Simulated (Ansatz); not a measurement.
# C9H20: up Jacob's ladder to CCSD(T)

Aim: compute C9H20 with functionals from several rungs and with coupled cluster. The yardstick is the atomisation energy at the CCSD(T) limit.

Program: Ansatz 0.2.0, Gaussian basis. Level of theory: functionals in def2-TZVPP, the program's frozen cores in correlated methods. These are calculated values, not measurements.

Levels to be run: LDA (SPW92), PBE-D4, revPBE-D4, BLYP-D4, r2SCAN-D4, B97M-V, PBE0-D4, B3LYP-D4, r2SCANh-D4, r2SCAN0-D4, HSE06-D4, BHLYP-D4, CAM-B3LYP-D4, LC-ωPBE, ωB97X-V, ωB97M-V, B2PLYP, PBE-QIDH; CCSD(T)/def2-SVP; CCSD(T)/def2-TZVPP; MP2/def2-QZVPP; extrapolation to the limit; RPA on PBE.

**1. The relaxed structure**

The geometry comes from an earlier relaxation with PBE0-D4 in a triple-zeta def2 set; it is a stationary point, not always the lowest conformer.

SMILES `CC(C)CCC(C)(C)C`, 29 atoms, charge 0, spin multiplicity 1.

Atoms are counted from 1 here; the program's logs count them from 0.

Bond lengths: C1–C2 1.522 Å, C1–H10 1.092 Å, C1–H11 1.093 Å, C1–H12 1.095 Å, C2–C3 1.522 Å, C2–C4 1.527 Å, C2–H13 1.099 Å, C3–H14 1.095 Å, C3–H15 1.093 Å, C3–H16 1.093 Å, C4–C5 1.520 Å, C4–H17 1.095 Å, C4–H18 1.097 Å, C5–C6 1.536 Å, C5–H19 1.096 Å, C5–H20 1.098 Å, C6–C7 1.526 Å, C6–C8 1.527 Å and more. Angles: C2–C1–H10 112.2°, C2–C1–H11 110.9°, C2–C1–H12 110.5°, H10–C1–H11 107.6°, H10–C1–H12 107.8°, H11–C1–H12 107.6°, C1–C2–C3 110.4°, C1–C2–C4 112.4°, C1–C2–H13 108.0°, C3–C2–C4 110.3°, C3–C2–H13 108.0°, C4–C2–H13 107.6°, C2–C3–H14 110.6°, C2–C3–H15 111.4°, C2–C3–H16 111.4°, H14–C3–H15 107.7°, H14–C3–H16 107.6°, H15–C3–H16 108.0° and more.

**2. LDA**

This LDA is Slater exchange with PW92 correlation.

in.yaml

```yaml
crystal:
  periodic: [false, false, false]
  atoms:
    - {symbol: C, position_ang: [-2.377817, 0.594967, -1.592454]}
    - {symbol: C, position_ang: [-2.173586, -0.215672, -0.320271]}
    - {symbol: C, position_ang: [-3.017266, -1.481527, -0.356252]}
    - {symbol: C, position_ang: [-0.705465, -0.563368, -0.081630]}
    - {symbol: C, position_ang: [0.194978, 0.643006, 0.129227]}
    - {symbol: C, position_ang: [1.652957, 0.352836, 0.516817]}
    - {symbol: C, position_ang: [2.338563, -0.492117, -0.553747]}
    - {symbol: C, position_ang: [2.380969, 1.689574, 0.634159]}
    - {symbol: C, position_ang: [1.728563, -0.366375, 1.861277]}
    - {symbol: H, position_ang: [-1.850889, 1.550542, -1.562116]}
    - {symbol: H, position_ang: [-3.437664, 0.807775, -1.754330]}
    - {symbol: H, position_ang: [-2.014581, 0.039692, -2.463867]}
    - {symbol: H, position_ang: [-2.512366, 0.393801, 0.528840]}
    - {symbol: H, position_ang: [-2.713348, -2.124539, -1.188738]}
    - {symbol: H, position_ang: [-2.909382, -2.059125, 0.565617]}
    - {symbol: H, position_ang: [-4.077681, -1.250704, -0.487038]}
    - {symbol: H, position_ang: [-0.650466, -1.220358, 0.792992]}
    - {symbol: H, position_ang: [-0.348512, -1.156391, -0.932597]}
    - {symbol: H, position_ang: [0.209175, 1.250783, -0.782422]}
    - {symbol: H, position_ang: [-0.243964, 1.278461, 0.909856]}
    - {symbol: H, position_ang: [3.397842, -0.626912, -0.317519]}
    - {symbol: H, position_ang: [2.273338, -0.011641, -1.534546]}
    - {symbol: H, position_ang: [1.890113, -1.484889, -0.634424]}
    - {symbol: H, position_ang: [1.914613, 2.325067, 1.392659]}
    - {symbol: H, position_ang: [2.361339, 2.231984, -0.315533]}
    - {symbol: H, position_ang: [3.427575, 1.543538, 0.915979]}
    - {symbol: H, position_ang: [1.225396, 0.209957, 2.643316]}
    - {symbol: H, position_ang: [2.770233, -0.502712, 2.165169]}
    - {symbol: H, position_ang: [1.267344, -1.355661, 1.821605]}
basis:
  gaussian: {orbitals: def2-TZVPP}
hamiltonian: {xc: lda}
output: {orbitals: {seedname: orbitals}}
```

The run is started by

```console
> ansatz run in.yaml --threads 4 --pin off --events-out ev --progress --plain --max-ram 66560MiB --backend cuda --devices 0, --max-vram 37GiB
```

After this run come: PBE-D4 (GGA); revPBE-D4 (GGA); BLYP-D4 (GGA); r2SCAN-D4 (meta-GGA); B97M-V (meta-GGA); PBE0-D4 (hybrid); B3LYP-D4 (hybrid); r2SCANh-D4 (hybrid); r2SCAN0-D4 (hybrid); HSE06-D4 (hybrid); BHLYP-D4 (hybrid); CAM-B3LYP-D4 (range-separated); LC-ωPBE (range-separated); ωB97X-V (range-separated); ωB97M-V (range-separated); B2PLYP (double hybrid); PBE-QIDH (double hybrid); CCSD(T) in def2-SVP; CCSD(T) in def2-TZVPP; MP2 in def2-QZVPP; RPA on PBE orbitals.

Before running them: what should the planned runs give, taken together? Wanted: atomisation energy, CCSD(T)/CBS; farthest beyond LDA; mean size of error, GGA; mean size of error, meta-GGA; mean size of error, hybrid; mean size of error, range-separated; mean size of error, double hybrid; gap, smallest and largest; T1 diagnostic.

As calculated:

| quantity | value |
| --- | --- |
| atomisation energy, CCSD(T)/CBS | 11619.1 kJ/mol |
| functionals within 58.1 kJ/mol (0.5 %) | revPBE-D4, r2SCAN-D4, B97M-V, B3LYP-D4, r2SCANh-D4, CAM-B3LYP-D4, LC-ωPBE, ωB97X-V, ωB97M-V, PBE-QIDH |
| farthest beyond LDA | BHLYP-D4 (-223.1 kJ/mol) |
| mean size of error, GGA | 101.5 kJ/mol |
| mean size of error, meta-GGA | 19.0 kJ/mol |
| mean size of error, hybrid | 77.2 kJ/mol |
| mean size of error, range-separated | 27.3 kJ/mol |
| mean size of error, double hybrid | 60.0 kJ/mol |
| gap, smallest and largest | 7.26 eV (LDA (SPW92)), 14.19 eV (LC-ωPBE) |
| T1 diagnostic | 0.0086 |
| triples share of the correlation energy | 3.8 % |

In words: LDA overbinds by 1507.0 kJ/mol (13 %). PBE-D4 misses by +184.2 kJ/mol. Double hybrids carry the basis error of their MP2 part in triple zeta, and no dispersion term here, so their miss is partly the set-up's. The rungs meta-GGA, range-separated miss on average by less than the doubt on the reference (58.1 kJ/mol), so they tie. Misses under about 58.1 kJ/mol are within the doubt on the reference itself, which lacks core-valence correlation, relativity and higher excitations. Hartree-Fock recovers 76 % of the binding; the rest is correlation. CCSD(T) in def2-SVP is off by -391.7 kJ/mol, more than most functionals: a good method in a small basis is no reference. The gap grows from 7.3 to 14.2 eV across the functionals, mostly with the share of exact exchange.
